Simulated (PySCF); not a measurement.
# C2H3BO2: the cost of one run

Programs: PySCF 2.14.0, with density-fitted response routines of our own. Each step states its level of theory. These are calculated values for one molecule in the gas phase, unless marked as measured. Atoms count from 0, in the outputs and in this text.

## (1) The starting structure

8 atoms, charge 0, multiplicity 1; geometry from: GFN2-xTB. The atoms were then displaced at random by about 0.01 Å, so the start is not that level's minimum.

Bonds of the start (Å): C0–C1 1.23, C1–B2 1.55, B2–O3 1.34, B2–O4 1.35, C0–H5 1.03, O3–H6 0.98, O4–H7 0.94.

## (2) Geometry optimisation at PBE0-D3(BJ)/def2-SVP

The job: settings as JSON, then the geometry in Å.

```
{"job": {"xc": "PBE0", "basis": "def2-SVP", "d3": "d3bj", "grid": 1, "shake": 0.01, "kind": "geom"}, "charge": 0, "multiplicity": 1}
C      2.295160     0.171720    -0.034910
C      1.072500     0.089360    -0.021810
B     -0.467680    -0.039600    -0.004750
O     -0.971670    -0.753990     1.005920
O     -1.153510     0.565880    -0.992790
H      3.318320     0.291430    -0.057940
H     -1.950020    -0.829930     1.018590
H     -2.087970     0.485990    -0.964770
```

Command:

```
OMP_NUM_THREADS=1 python probes_run.py task.json out
```

The driver reads the jobs from task.json and runs them one after another.

**Question.** How long does this first job take on 1 thread of Arm Neoverse V1, shared host, and how much memory does it need?

About 16 s, with a peak of 0.35 GiB.
